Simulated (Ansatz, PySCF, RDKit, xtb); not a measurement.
# C4H4O2S: which of the isomers drawn lies lowest?

Which of a sample of isomers of C4H4O2S is the most stable in the gas at 298.15 K, and what are its properties? The sample is small against all isomers, and the most stable one of this formula need not be in it.

Plan: many cheap relaxations first (GFN2-xTB), then density-functional screening, relaxation at r2SCAN-D4/def2-SVP, vibrations (at GFN2-xTB) and a final energy. The numbers are computed, not measured.

### Step 1. Possible bonding patterns

Isomers were taken from a list of plausible structures; this is a sample, not all of them. That gives 6 candidates.

| label | SMILES | spin |
| --- | --- | --- |
| c587 | Oc1cc(S)co1 | singlet |
| c742 | Oc1ccoc1S | singlet |
| c775 | Oc1cocc1S | singlet |
| c877 | Oc1occc1S | singlet |
| c987 | Oc1coc(S)c1 | singlet |
| c989 | Oc1ccc(S)o1 | singlet |

Candidates are built by distance geometry, with a force field where one applies, in up to four conformers (letters a to d).

**Question.** With final energies at CCSD(T)/def2-SVP + MP2/def2-TZVPP - MP2/def2-SVP, which structure will this search put lowest in free energy, and by what margin?

| quantity | value |
| --- | --- |
| lowest structure found | Oc1ccc(S)o1, singlet |
| next finalist | Oc1occc1S, singlet, 1.6 kcal/mol higher in G |
| share at equilibrium, among the finalists | 91.7 % |
| dipole moment (PBE0/def2-SVPD) | 1.01 D |
| HOMO energy (PBE0/def2-SVPD) | -6.23 eV |
| LUMO energy (PBE0/def2-SVPD) | -0.32 eV |
| HOMO–LUMO gap (PBE0/def2-SVPD) | 5.92 eV |
| lowest excitation (TD-PBE0/def2-SVPD) | 5.13 eV (f = 0.147) |
| lowest triplet excitation, same level, Tamm-Dancoff | 3.56 eV |
| vertical ionisation energy | 8.15 eV |
| vertical electron affinity | -1.15 eV (unbound: the value depends on the basis) |
| vertical triplet less singlet | +3.57 eV |

The search ends on `Oc1ccc(S)o1`. The margin, 1.6 kcal/mol, is modest. GFN2-xTB, HF/STO-3G, r2SCAN-D4/def2-SVP, r2SCAN-D4/def2-SVP, relaxed, HF/def2-SVP and MP2/def2-SVP already put its bonding pattern lowest among the structures in one piece. Lowest found is not proven lowest: the search is finite, and each finalist counts with one conformer. Only 6 drawn patterns were tried, so whole families of isomers are missing, and the result ranks this sample alone.
